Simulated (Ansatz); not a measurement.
# CH6F2GeOSn: a ladder of functionals and wavefunction methods

One table from this session's results is given with a row withheld; the runs are named, their logs left out.

Method: functionals in def2-TZVPP, the program's frozen cores in correlated methods; program: Ansatz 0.2.0, Gaussian basis.

The runs, in order: LDA (SPW92), PBE-D4, revPBE-D4, BLYP-D4, r2SCAN-D4, B97M-V, PBE0-D4, B3LYP-D4, r2SCANh-D4, r2SCAN0-D4, HSE06-D4, BHLYP-D4, CAM-B3LYP-D4, LC-ωPBE, ωB97X-V, ωB97M-V, B2PLYP, PBE-QIDH; CCSD(T)/def2-SVP; CCSD(T)/def2-TZVPP; MP2/def2-QZVPP; extrapolation to the limit; RPA on PBE.

## Structure used throughout

The geometry comes from an earlier relaxation with PBE0-D4 in a triple-zeta def2 set; it is a stationary point, not always the lowest conformer. Sn takes the def2 core potential; no spin-orbit term is included.

12 atoms, charge 0, spin multiplicity 1.

Atoms are counted from 1 here; the program's logs count them from 0.

Bond lengths: C1–O2 1.416 Å, C1–H7 1.095 Å, C1–H8 1.093 Å, C1–H9 1.095 Å, O2–Sn3 1.938 Å, Sn3–F4 1.916 Å, Sn3–F5 1.916 Å, Sn3–Ge6 2.590 Å, Ge6–H10 1.529 Å, Ge6–H11 1.529 Å, Ge6–H12 1.529 Å. Angles: O2–C1–H7 111.9°, O2–C1–H8 107.5°, O2–C1–H9 111.9°, H7–C1–H8 108.4°, H7–C1–H9 108.7°, H8–C1–H9 108.4°, C1–O2–Sn3 121.1°, O2–Sn3–F4 105.5°, O2–Sn3–F5 105.5°, O2–Sn3–Ge6 115.9°, F4–Sn3–F5 101.2°, F4–Sn3–Ge6 113.7°, F5–Sn3–Ge6 113.6°, Sn3–Ge6–H10 107.0°, Sn3–Ge6–H11 107.3°, Sn3–Ge6–H12 107.2°, H10–Ge6–H11 111.7°, H10–Ge6–H12 111.7° and more.

Set-up of the first run:

Input file in.yaml:

```yaml
crystal:
  periodic: [false, false, false]
  atoms:
    - {symbol: C, position_ang: [-2.249554, -0.374715, 1.056210]}
    - {symbol: O, position_ang: [-1.201066, -0.618916, 0.136615]}
    - {symbol: Sn, position_ang: [0.429083, 0.428028, 0.176285]}
    - {symbol: F, position_ang: [1.063918, 0.320600, 1.981103]}
    - {symbol: F, position_ang: [-0.133736, 2.257670, 0.089479]}
    - {symbol: Ge, position_ang: [2.215962, -0.193422, -1.592814]}
    - {symbol: H, position_ang: [-1.929733, -0.532369, 2.091681]}
    - {symbol: H, position_ang: [-3.053522, -1.080230, 0.832784]}
    - {symbol: H, position_ang: [-2.646601, 0.641692, 0.963153]}
    - {symbol: H, position_ang: [3.401299, 0.748486, -1.380000]}
    - {symbol: H, position_ang: [1.578484, 0.001161, -2.969241]}
    - {symbol: H, position_ang: [2.602466, -1.653183, -1.351255]}
basis:
  gaussian: {orbitals: def2-TZVPP}
hamiltonian: {xc: lda}
output: {orbitals: {seedname: orbitals}}
```

Steps of the session up to this table: LDA; PBE-D4 (GGA); revPBE-D4 (GGA); BLYP-D4 (GGA); r2SCAN-D4 (meta-GGA); B97M-V (meta-GGA); PBE0-D4 (hybrid); B3LYP-D4 (hybrid); r2SCANh-D4 (hybrid); r2SCAN0-D4 (hybrid); HSE06-D4 (hybrid); BHLYP-D4 (hybrid); CAM-B3LYP-D4 (range-separated); LC-ωPBE (range-separated); ωB97X-V (range-separated); ωB97M-V (range-separated); B2PLYP (double hybrid); PBE-QIDH (double hybrid).

One of the session's tables, all rows but one given; the rest of the session is left out.

It belongs to the step «Frontier levels by functional». 

| functional | HOMO (eV) | LUMO (eV) | gap (eV) |
| --- | --- | --- | --- |
| LDA (SPW92) | -6.73 | -2.87 | 3.85 |
| PBE-D4 | -6.57 | -2.54 | 4.03 |
| revPBE-D4 | -6.51 | -2.41 | 4.10 |
| BLYP-D4 | -6.49 | -2.51 | 3.97 |
| r2SCAN-D4 | -6.92 | -2.29 | 4.62 |
| B97M-V | -7.05 | -2.29 | 4.76 |
| PBE0-D4 | -8.18 | -1.62 | 6.56 |
| B3LYP-D4 | -7.93 | -1.95 | 5.98 |
| r2SCANh-D4 | -7.52 | -1.97 | 5.55 |
| r2SCAN0-D4 | ? | ? | ? |
| HSE06-D4 | -7.77 | -1.99 | 5.79 |
| BHLYP-D4 | -9.75 | -0.69 | 9.07 |
| CAM-B3LYP-D4 | -9.66 | -0.67 | 8.99 |
| LC-ωPBE | -11.02 | 0.61 | 11.63 |
| ωB97X-V | -10.68 | 0.49 | 11.17 |
| ωB97M-V | -10.61 | 0.29 | 10.89 |

Q: Estimate the row for r2SCAN0-D4 from the others.

Worked estimate for «HOMO (eV)». Against the share of exact exchange, r2SCAN-D4 (0, -6.92), r2SCANh-D4 (0.1, -7.52) give a slope of -6.00 per unit share; at 0.25 the line stands at -8.42.

As computed: HOMO (eV): -8.43; LUMO (eV): -1.48; gap (eV): 6.95. In «HOMO (eV)» the line misses by +0.01.
